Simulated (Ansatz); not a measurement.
**Mg (fcc type): how the settings move a single-point run**

How sensitive is a single-point run of Mg (fcc type) to its settings? A reference run comes first, then two runs with altered input.

Program: Ansatz 0.2.0. Level of theory: reference: DFT, LDA, PAW with Ansatz's default frozen-core files, scalar-relativistic. These are calculated values, not measurements.

## (1) Starting point

The structure is cubic, space group Fm-3m (No. 225). The conventional cell has a = 3.266 Å, b = 3.266 Å, c = 3.266 Å, α = 90.00°, β = 90.00°, γ = 90.00°. Around Mg (site symmetry m-3m) lie 12 Mg at 2.31 Å.

Coordinates:

```
Mg
1.0
     0.00000    1.63311    1.63311
     1.63311    0.00000    1.63311
     1.63311    1.63311    0.00000
Mg
1
Direct
  0.00000 0.00000 0.00000
```

## (2) The reference run

Input file input.yaml:

```yaml
crystal:
  lattice:
    - [0.0, 1.6331054116, 1.6331054116]
    - [1.6331054116, 0.0, 1.6331054116]
    - [1.6331054116, 1.6331054116, 0.0]
  atoms:
    - { symbol: Mg, position: [0.0, 0.0, 0.0] }
kpoints:
  mp_grid: { grid: [16, 16, 16] }
  band_path:
    path:
      - [0.0, 0.0, 0.0]
      - [0.5, 0.0, 0.5]
      - [0.625, 0.25, 0.625]
      - [0.375, 0.375, 0.75]
      - [0.0, 0.0, 0.0]
      - [0.5, 0.5, 0.5]
      - [0.5, 0.25, 0.75]
      - [0.5, 0.0, 0.5]
    npoints: 8
scf:
  occupations: { method: fermi_dirac, width: 0.05 }
hamiltonian:
  xc: lda
  pseudopotentials: { kind: paw }
output:
  forces: true
  stress: true
  eigenvalues: true
  populations: true
  dos: { projected: true, de: 0.2, e_range: [-14, 8] }
```

Command:

```
$ ansatz run input.yaml --threads 1 --pin off --max-ram 2048MiB --backend cpu --events-out ev --progress --plain --runs-dir out
```

## (3) Variant: n_extra_bands 32, ecutwfc 350 eV

input.yaml: that of step 2 with these lines changed.

```diff
@@ -22,2 +22,3 @@
   occupations: { method: fermi_dirac, width: 0.05 }
+  n_extra_bands: 32
 hamiltonian:
@@ -30,2 +31,3 @@
   populations: true
-  dos: { projected: true, de: 0.2, e_range: [-14, 8] }
+basis:
+  ecutwfc: "350 eV"
```

## (4) Variant: dr2_threshold 1.0e-11, mixing.algorithm broyden, mixing.beta 0.3

input.yaml: that of step 2 with these lines changed.

```diff
@@ -22,2 +22,4 @@
   occupations: { method: fermi_dirac, width: 0.05 }
+  convergence: { dr2_threshold: 1.0e-11 }
+  mixing: { algorithm: broyden, beta: 0.3 }
 hamiltonian:
@@ -30,2 +32 @@
   populations: true
-  dos: { projected: true, de: 0.2, e_range: [-14, 8] }
```

Before running it: what results should come out? Wanted: for each run, ending; energy change; pressure; gap; force.

The runs gave:

```tsv
run	ending	energy change	pressure (GPa)	gap (eV)	force (eV/Å)	cycles	time
reference	converged	0	206.4	0.00	0.00	6	1.2 s
1: n_extra_bands 32, ecutwfc 350 eV	converged	+3.1 meV/atom	206.5	0.00	0.00	6	2 s
2: dr2_threshold 1.0e-11, mixing.algorithm broyden, mixing.beta 0.3	converged	0.0 meV/atom	206.4	0.00	0.00	8	1.3 s
```

Times don't compare one to one where runs were asked for different outputs or read a saved state (see the inputs); cycles may leave out searches for a lower state.

Residual by cycle in the longest SCF loop of each run; runs are numbered as in the table. The quantity is the density residual dr2, in eV.

```tsv
cycle	reference	run 1	run 2
1	0.00989	0.0101	0.00989
2	7.7e-4	7.3e-4	0.0032
3	7.5e-6	8.5e-6	1.8e-5
4	9.7e-9	2.5e-8	5.6e-6
5	2.7e-9	1.5e-11	4.4e-8
6	8.4e-12	7.5e-15	6.4e-9
7	-	-	1.9e-9
8	-	-	1.3e-12
```

What this shows: Of the converged runs whose energies compare with the reference's, «n_extra_bands 32, ecutwfc 350 eV» moves the energy most (+3.1 meV/atom) and «dr2_threshold 1.0e-11, mixing.algorithm broyden, mixing.beta 0.3» least (0.0 meV/atom). Run 1 ran under the cutoff that the potentials recommend, as the log warns, so basis error is mixed into its values. The structure is not at rest: the sound run finds 206 GPa, so these are no properties of the relaxed crystal. 
